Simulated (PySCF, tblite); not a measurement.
**C6H9BP radical: geometry, infrared bands and EPR parameters**

Wanted: the infrared bands and EPR parameters of C6H9BP radical (`C=CB([PH])C1=CCC1`), by calculation.

Computed with tblite 0.8.0 and PySCF 2.14.0, with density-fitted response routines of our own, on a single molecule in the gas phase. Atoms are numbered from 0 throughout.

**1. The molecule as given**

17 atoms, charge 0, multiplicity 2; geometry from: force field or distance geometry start.

Bonds of the start (Å): C0–C1 1.35, C1–B2 1.55, B2–P3 1.90, B2–C4 1.58, C4–C5 1.32, C5–C6 1.47, C6–C7 1.51, C7–C4 1.48, C0–H8 1.09, C0–H9 1.08, C1–H10 1.11, P3–H11 1.43, C5–H12 1.10, C6–H13 1.10, C6–H14 1.12, C7–H15 1.12, C7–H16 1.11.

**2. Optimising the geometry with GFN2-xTB**

Job settings and geometry (Å):

```
{"job": {"kind": "relax", "xc": "GFN2-xTB", "basis": "xTB"}, "charge": 0, "multiplicity": 2}
C      2.811500     0.867000     1.107700
C      2.113400    -0.046800     0.400300
B      0.966000     0.359500    -0.567300
P      1.340700     0.225000    -2.426000
C     -0.526500     0.033600    -0.177800
C     -1.164700    -1.062300     0.177200
C     -2.511800    -0.497200     0.348000
C     -1.801700     0.767800    -0.058800
H      2.577700     1.926100     1.016100
H      3.588300     0.520200     1.772900
H      2.346900    -1.123700     0.501900
H      1.112800    -1.151500    -2.758800
H     -0.784800    -2.087700     0.323400
H     -2.927900    -0.513600     1.364700
H     -3.192000    -0.897300    -0.440800
H     -1.799200     1.544400     0.745000
H     -2.155500     1.148500    -1.038700
```

Command:

```sh
> OMP_NUM_THREADS=1 python probes_run.py task.json out
```

One launch serves the whole session: the jobs run in the order shown.

The log of the run:

```text
step      E/eV     max force
  0    -571.45567    3.725
  1    -571.72375    2.161
  2    -571.87985    1.375
  3    -572.02266    1.135
  4    -572.06126    0.651
  5    -572.07625    0.355
  6    -572.08697    0.371
  7    -572.09719    0.256
  8    -572.10148    0.180
  9    -572.10643    0.168
 10    -572.11036    0.185
 11    -572.11549    0.199
 12    -572.12158    0.243
 13    -572.12884    0.225
 14    -572.13595    0.215
 15    -572.14204    0.188
 16    -572.14742    0.287
 17    -572.15338    0.310
 18    -572.15953    0.219
 19    -572.16585    0.237
 20    -572.17400    0.246
 21    -572.18482    0.394
 22    -572.19637    0.415
 23    -572.20760    0.380
 24    -572.21793    0.333
 25    -572.22752    0.286
 26    -572.23994    0.406
 27    -572.25173    0.323
 28    -572.26034    0.238
 29    -572.26401    0.336
 30    -572.27047    0.251
 31    -572.27391    0.206
 32    -572.27901    0.135
 33    -572.28079    0.147
 34    -572.28653    0.200
 35    -572.29114    0.168
 36    -572.29736    0.168
 37    -572.30317    0.175
 38    -572.30959    0.215
 39    -572.31495    0.186
 40    -572.31797    0.238
 41    -572.32189    0.147
 42    -572.32441    0.128
 43    -572.32804    0.097
 44    -572.32950    0.100
 45    -572.33136    0.075
 46    -572.33230    0.068
 47    -572.33337    0.078
 48    -572.33473    0.103
 49    -572.33643    0.126
 50    -572.33814    0.120
 51    -572.33972    0.113
 52    -572.34144    0.113
 53    -572.34352    0.108
 54    -572.34544    0.107
 55    -572.34747    0.124
 56    -572.35002    0.154
 57    -572.35375    0.177
 58    -572.36000    0.262
 59    -572.35874    0.444
 60    -572.37406    0.243
 61    -572.38308    0.209
 62    -572.39579    0.321
 63    -572.40190    0.166
 64    -572.40811    0.156
 65    -572.41571    0.296
 66    -572.41980    0.202
 67    -572.42516    0.226
 68    -572.43262    0.205
 69    -572.43571    0.167
 70    -572.44121    0.176
 71    -572.44571    0.283
 72    -572.44787    0.567
 73    -572.45463    0.170
 74    -572.45862    0.168
 75    -572.46431    0.342
 76    -572.46855    0.225
 77    -572.47300    0.302
 78    -572.47701    0.149
 79    -572.47769    0.295
 80    -572.48336    0.155
 81    -572.48650    0.159
 82    -572.49183    0.188
 83    -572.49437    0.182
 84    -572.50122    0.192
 85    -572.50622    0.208
 86    -572.51040    0.149
 87    -572.51302    0.198
 88    -572.51569    0.177
 89    -572.51788    0.111
 90    -572.51960    0.084
 91    -572.52039    0.080
 92    -572.52126    0.088
 93    -572.52216    0.102
 94    -572.52317    0.063
 95    -572.52411    0.060
 96    -572.52484    0.071
 97    -572.52546    0.076
 98    -572.52617    0.075
 99    -572.52741    0.069
100    -572.52865    0.070
101    -572.52987    0.075
102    -572.53092    0.080
103    -572.53191    0.091
104    -572.53331    0.099
105    -572.53568    0.179
106    -572.53951    0.237
107    -572.54277    0.275
108    -572.54461    0.157
109    -572.54698    0.131
110    -572.54789    0.055
111    -572.54847    0.072
112    -572.54899    0.055
113    -572.54964    0.070
114    -572.55026    0.079
115    -572.55066    0.057
116    -572.55084    0.038
117    -572.55095    0.048
118    -572.55102    0.028
119    -572.55109    0.021
120    -572.55117    0.023
121    -572.55125    0.021
122    -572.55137    0.025
123    -572.55154    0.035
124    -572.55175    0.034
125    -572.55196    0.034
126    -572.55219    0.034
127    -572.55240    0.038
128    -572.55261    0.032
129    -572.55282    0.031
130    -572.55297    0.036
131    -572.55313    0.035
132    -572.55338    0.038
133    -572.55378    0.045
134    -572.55437    0.058
135    -572.55504    0.066
136    -572.55564    0.046
137    -572.55592    0.072
138    -572.55611    0.041
139    -572.55631    0.033
140    -572.55661    0.038
141    -572.55676    0.026
142    -572.55698    0.033
143    -572.55712    0.035
144    -572.55722    0.027
145    -572.55732    0.022
146    -572.55751    0.026
147    -572.55763    0.026
148    -572.55776    0.023
149    -572.55785    0.017
150    -572.55791    0.016
151    -572.55796    0.016
152    -572.55803    0.020
153    -572.55811    0.027
154    -572.55820    0.021
155    -572.55825    0.016
156    -572.55829    0.014
157    -572.55831    0.015
158    -572.55832    0.012
159    -572.55833    0.010
160    -572.55835    0.009
```

Run time: 1.3 s. Hardware: 1 thread of Arm Neoverse V1, shared host; peak memory 0.17 GiB.

The steps of the relaxation: (not every step is listed)

```csv
step,energy from step 0 (eV),largest force (eV/Å)
0,0.0000,3.7254
1,-0.2681,2.1615
2,-0.4242,1.3748
3,-0.5670,1.1353
4,-0.6056,0.6509
5,-0.6206,0.3553
6,-0.6313,0.3708
7,-0.6415,0.2558
8,-0.6458,0.1803
22,-0.7407,0.4152
36,-0.8417,0.1682
50,-0.8825,0.1202
64,-0.9524,0.1564
78,-1.0213,0.1491
92,-1.0656,0.0883
106,-1.0838,0.2370
120,-1.0955,0.0228
134,-1.0987,0.0584
148,-1.1021,0.0226
155,-1.1026,0.0158
156,-1.1026,0.0141
157,-1.1026,0.0145
158,-1.1026,0.0121
159,-1.1027,0.0100
160,-1.1027,0.0086
```

Close pairs (by a distance rule), those that changed most:

| bond | before (Å) | after (Å) | change (Å) |
| --- | --- | --- | --- |
| C4–C7 | 1.476 | 1.522 | +0.046 |
| B2–C4 | 1.577 | 1.534 | -0.042 |
| C6–C7 | 1.507 | 1.547 | +0.041 |
| P3–H11 | 1.434 | 1.396 | -0.039 |
| C4–C5 | 1.317 | 1.353 | +0.036 |
| C7–H15 | 1.118 | 1.089 | -0.028 |
| C5–H12 | 1.103 | 1.076 | -0.027 |
| C6–H14 | 1.116 | 1.090 | -0.025 |

The final coordinates are the input of the step that follows.

**3. Harmonic vibrations with GFN2-xTB**

Job settings and geometry (Å):

```
{"job": {"kind": "ir", "xc": "GFN2-xTB", "basis": "xTB"}, "charge": 0, "multiplicity": 2}
C      3.306220     0.252868     0.640801
C      2.024330    -0.106532     0.727478
B      0.903869     0.408532    -0.213910
P      1.342708     1.633051    -1.584596
C     -0.537871    -0.084223    -0.033110
C     -1.145403    -0.948423     0.811637
C     -2.509904    -0.775110     0.228658
C     -1.844242     0.217659    -0.753732
H      3.638531     0.947924    -0.117500
H      4.070260    -0.119275     1.307077
H      1.759534    -0.806727     1.513893
H      0.042910     1.800078    -2.064597
H     -0.800937    -1.562778     1.625276
H     -3.250964    -0.337186     0.898049
H     -2.937574    -1.666271    -0.231655
H     -2.193139     1.245978    -0.665703
H     -1.875327    -0.087535    -1.799054
```

The log of the run:

```text
mode    cm-1     km/mol
  1      43.5      0.53
  2      58.6      0.13
  3     113.8     11.94
  4     119.5      1.07
  5     144.4      2.84
  6     168.3      0.22
  7     275.9      0.62
  8     340.2      1.59
  9     359.9      0.65
 10     397.9      2.38
 11     490.0      2.41
 12     576.8     41.42
 13     710.3      5.46
 14     762.6      9.11
 15     828.0      0.27
 16     836.0     31.08
 17     918.2     11.39
 18     932.7      3.63
 19     977.8     12.58
 20     990.5      0.07
 21     999.0     15.15
 22    1026.4     10.91
 23    1038.0      0.94
 24    1053.9     37.43
 25    1085.1     27.96
 26    1131.6      0.02
 27    1166.9     16.42
 28    1208.5      3.85
 29    1240.8      0.42
 30    1262.8      5.42
 31    1301.7      1.24
 32    1408.2     11.54
 33    1442.6      6.86
 34    1459.3      8.38
 35    1585.6    173.08
 36    1627.1     41.59
 37    2267.4    146.50
 38    2964.1      5.66
 39    2986.5     64.90
 40    2989.1     63.08
 41    2995.9     32.49
 42    3017.3     45.61
 43    3058.4     25.60
 44    3083.0     67.76
 45    3103.2     55.58
```

Wall time 0.64 s (1 thread of Arm Neoverse V1, shared host); peak memory 0.17 GiB.

The strongest bands and the atoms that carry them (share of the mass-weighted mode):

```
cm⁻¹  km/mol               atoms
1586   173.1    C4 53 %, C5 38 %
1627    41.6    C1 45 %, C0 44 %
2267   146.5            H11 97 %
2986    64.9  H14 48 %, H13 47 %
2989    63.1  H15 40 %, H16 34 %
3017    45.6            H10 91 %
3083    67.8    H9 64 %, H8 24 %
3103    55.6            H12 92 %
```

**4. EPR parameters: B3LYP/pcH-1**

The job, as its differences from that of step 3:

```diff
@@ -1,2 +1,2 @@
-{"job": {"kind": "ir", "xc": "GFN2-xTB", "basis": "xTB"}, "charge": 0, "multiplicity": 2}
+{"job": {"kind": "epr", "basis": "pcH-1"}, "charge": 0, "multiplicity": 2}
 C      3.306220     0.252868     0.640801
```

With the program's defaults for keys left out, this is: UKS B3LYP, pcH-1 on B C H P, non-relativistic, mean-field spin-orbit, GIAO.

The log of the run:

```text
UKS, coarse grid
  cycle   1  E = -600.11321675  |g| = 3.65e-01
  cycle   2  E = -600.05267646  |g| = 4.79e-01
  cycle   3  E = -600.18252420  |g| = 9.21e-02
  cycle   4  E = -600.18579468  |g| = 5.22e-02
  cycle   5  E = -600.18720509  |g| = 9.80e-03
  cycle   6  E = -600.18726402  |g| = 4.87e-03
  cycle   7  E = -600.18727759  |g| = 1.89e-03
  cycle   8  E = -600.18727901  |g| = 8.87e-04
UKS, final grid
  cycle   1  E = -600.18726425  |g| = 1.53e-03
  cycle   2  E = -600.18726097  |g| = 2.95e-03
  cycle   3  E = -600.18726547  |g| = 1.46e-04
  cycle   4  E = -600.18726549  |g| = 4.61e-05
  cycle   5  E = -600.18726549  |g| = 3.48e-05
  cycle   6  E = -600.18726549  |g| = 1.56e-05
E = -600.18726549 Eh   <S^2> = 0.7551 (exact 0.7500)
g shifts (ppm)      1          2          3
  rmc          -152       -152       -152
  gc             -6         37         35
  oz_so          47       5747      22684
  total        -111       5633      22567
hyperfine (MHz)  atom isotope    a_iso     a_fc   dipolar eigenvalues
    0   13C       5.25       5.21     -6.46     -5.23     11.69
    1   13C      -3.67      -3.63     -1.04      0.06      0.98
    2   11B      -8.78      -8.53     -3.88     -0.50      4.37
    3   31P     109.12     106.68   -276.54   -264.96    541.50
    4   13C      -4.10      -4.06     -3.43      0.46      2.96
    5   13C       6.54       6.45     -6.48     -6.07     12.55
    6   13C      -3.09      -3.10     -0.41      0.18      0.23
    7   13C       0.64       0.64     -0.39     -0.16      0.55
    8    1H      -4.06      -4.09     -2.30     -0.41      2.70
    9    1H      -4.69      -4.70     -3.56     -0.93      4.49
   10    1H      -0.86      -0.85     -1.36     -0.28      1.64
   11    1H     -31.67     -31.92    -15.45      2.56     12.89
   12    1H      -4.88      -4.90     -2.71     -0.65      3.36
   13    1H      11.88      11.88     -0.68     -0.51      1.19
   14    1H      12.30      12.30     -0.67     -0.52      1.19
   15    1H      -2.79      -2.79     -1.34     -0.99      2.34
   16    1H      -2.85      -2.85     -1.40     -1.02      2.42
```

Run time: 1.9 min. Hardware: 1 thread of Arm Neoverse V1, shared host; peak memory 0.97 GiB.

Principal g values 2.00221, 2.00795, 2.02489; g(iso) = 2.01168, against 2.00232 for a free electron.

Mean a(iso) over the nuclei that a row names, and the largest dipolar term of the row (other rows stand at the frozen geometry):

```
  nuclei  isotope  a(iso) (MHz)  a(iso) (G, at g = 2.0023)  largest dipolar term (MHz)
      P3      31P         109.1                       38.9                       541.5
     H11       1H         -31.7                      -11.3                       -15.5
H13, H14       1H          12.1                        4.3                         1.2
      B2      11B          -8.8                       -3.1                         4.4
      C5      13C           6.5                        2.3                        12.5
      C0      13C           5.3                        1.9                        11.7
     H12       1H          -4.9                       -1.7                         3.4
      H9       1H          -4.7                       -1.7                         4.5
      C4      13C          -4.1                       -1.5                        -3.4
      H8       1H          -4.1                       -1.4                         2.7
      C1      13C          -3.7                       -1.3                        -1.0
      C6      13C          -3.1                       -1.1                        -0.4
H15, H16       1H          -2.8                       -1.0                         2.4
     H10       1H          -0.9                       -0.3                         1.6
```

Mulliken spin populations:

C0 0.07; C1 -0.02; B2 0.07; P3 0.87; C4 -0.04; C5 0.08; C6 -0.01; C7 0.00; H8 -0.01; H9 0.00; H10 0.00; H11 -0.03; H12 0.00; H13 0.00; H14 0.01; H15 0.00; H16 0.00

In first order the couplings over 0.8 MHz of 31P, 1H, 11B give 2304 distinct lines over 75.4 G, if the averaged nuclei exchange fast; the same motion can average rows kept apart here too.

Orbitals, density, ELF and potential are computed afterwards from the orbital file.

ELF in a plane through or near 13 of the atoms.

Values, 10 rows by 14 columns:
```
0.00 0.00 0.00 0.00 0.00 0.00 0.00 0.00 0.00 0.00 0.00 0.00 0.00 0.00
0.00 0.00 0.00 0.00 0.00 0.00 0.00 0.00 0.00 0.00 0.00 0.00 0.00 0.00
0.00 0.00 0.00 0.00 0.01 0.20 0.00 0.84 0.91 0.01 0.00 0.00 0.00 0.00
0.00 0.01 0.93 0.49 0.39 1.00 0.18 0.91 0.96 0.20 0.11 0.02 0.00 0.00
0.00 0.06 0.98 0.88 0.80 0.20 0.17 0.61 0.29 0.28 0.69 0.08 0.00 0.00
0.00 0.00 0.23 0.92 0.47 0.85 0.50 0.41 0.86 0.90 0.32 0.02 0.00 0.00
0.00 0.00 0.64 0.91 0.07 0.75 0.90 0.06 0.38 0.67 0.09 0.00 0.00 0.00
0.00 0.00 0.00 0.07 0.95 0.16 0.32 1.00 0.02 0.06 0.02 0.00 0.00 0.00
0.00 0.00 0.00 0.09 0.87 0.90 0.48 0.97 0.11 0.00 0.00 0.00 0.00 0.00
0.00 0.00 0.00 0.00 0.02 0.07 0.02 0.01 0.00 0.00 0.00 0.00 0.00 0.00
```
The map spans 13.5 Å across and 10.7 Å up, centred on the molecule. Atoms in the plane (x, y in Å): C0 (-3.4, 0.3), C1 (-2.1, 0.6), B2 (-0.9, -0.4), P3 (-1.4, -2.3), C4 (0.5, 0.0), C5 (1.2, 1.2), C6 (2.6, 0.7), C7 (1.9, -0.7), H8 (-3.7, -0.7), H9 (-4.1, 1.1), H10 (-1.8, 1.7), H11 (-0.1, -2.8), H12 (0.8, 2.2).

On the surface of density 0.002 e/bohr³ the electrostatic potential runs, from the 1st to the 99th percentile, from -0.92 V near P3 to 0.87 V near H12.

The spin density lies nearest to P3 66 %; H11 9 %; B2 8 %.

**5. Outcome**

```
                                                                  quantity                  value
                                 strongest single infrared mode (GFN2-xTB)  1586 cm⁻¹, 173 km/mol
                                              zero-point energy (GFN2-xTB)          80.8 kcal/mol
                                                            g(iso) (B3LYP)                2.01168
                                                                      ⟨S²⟩     0.755 (exact 0.75)
                                        largest a(iso) (averaged by class)   31P on P3, 109.1 MHz
potential on the surface of density 0.002 e/bohr³, 1st and 99th percentile     -0.92 V and 0.87 V
```

**Reading.** Relaxing lowered the energy by 1.103 eV in 160 steps; the close pair that moved most is C4–C7, from 1.476 to 1.522 Å. No mode is imaginary among the 45: a minimum at this level. The strongest single mode, at 1586 cm⁻¹, moves mainly C4 and C5. Unscaled tight-binding wavenumbers are off by several per cent, some by more. Its intensities can rank the bands wrongly. P3 carries the largest spin population, 0.87 e. The isotropic g lies 9.4 ppt above the free-electron value. These values are for one conformer; the search (at its own cheap level) found 2 more, at 0.02, 0.62 kcal/mol (those within 0.05 may be mirror or relabelled copies), and measured spectra average over such forms.
